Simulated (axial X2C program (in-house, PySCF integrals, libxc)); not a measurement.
**Linear FGeF at several levels**

The task here is to estimate one member of a computed series from the others.

The runs use an in-house X2C program for linear molecules on PySCF integrals; all-electron X2C, two-component (2c) or spin-free, F dyall-av3z, Ge dyall-v3z.

All values are calculated.

1 further run of the same task is left out (set aside as unsound or not needed).

The first run:

task.json

```json
{
 "zs": [
  9,
  32,
  9
 ],
 "q": 0,
 "bas": [
  "dyall-av3z",
  "dyall-v3z",
  "dyall-av3z"
 ],
 "r0": [
  1.85,
  1.85
 ],
 "symm": 1,
 "scan": [
  "PBE0",
  "HF",
  "LDA"
 ],
 "levels": [
  "PBE0",
  "HF",
  "B3LYP"
 ],
 "nst": 2
}
```

Keys: zs atomic numbers; q charge; bas basis sets; r0 starting distance in Å; symm equal bonds; scan levels of the two-bond scan (MP2 follows by itself at each HF point); levels methods; nst determinants followed.

On the command line:

```
python solin.py task.json out
```

Masses F 18.998, Ge 73.921, F 18.998 u.

Among the steps run: Scan at PBE0, 2c; Scan at HF, 2c; Scan at LDA, 2c.

One table of the session follows, with a row left open; its other results are not shown here.

| level | r(F–Ge) (Å) | r(Ge–F) (Å) | lower stretch (cm⁻¹) | upper stretch (cm⁻¹) |
| --- | --- | --- | --- | --- |
| PBE0, 2c | 1.840 | 1.840 | 519.9 | 528.6 |
| HF, 2c | 1.825 | 1.825 | 504.5 | 524.0 |
| LDA, 2c | 1.831 | 1.831 | 521.3 | 541.0 |
| MP2, 2c | 1.836 | 1.836 | 523.8 | 537.3 |
| PBE0, spin-free | 1.840 | 1.840 | 519.9 | 528.6 |
| HF, spin-free | 1.824 | 1.824 | 504.4 | 524.0 |
| LDA, spin-free | 1.831 | 1.831 | 521.3 | 541.0 |
| MP2, spin-free | ? | ? | ? | ? |

**Question.** Estimate the row for MP2, spin-free.

**Answer.** r(F–Ge) (Å): 1.835; r(Ge–F) (Å): 1.835; lower stretch (cm⁻¹): 523.8; upper stretch (cm⁻¹): 537.4. In the column «r(F–Ge) (Å)» it lies between LDA, spin-free (1.831) and MP2, 2c (1.836).

Scans not shown above were run alike.

MP2 freezes inner shells (threshold -2 hartree). The molecule was held linear; bending was not examined, so a bent shape may lie lower.
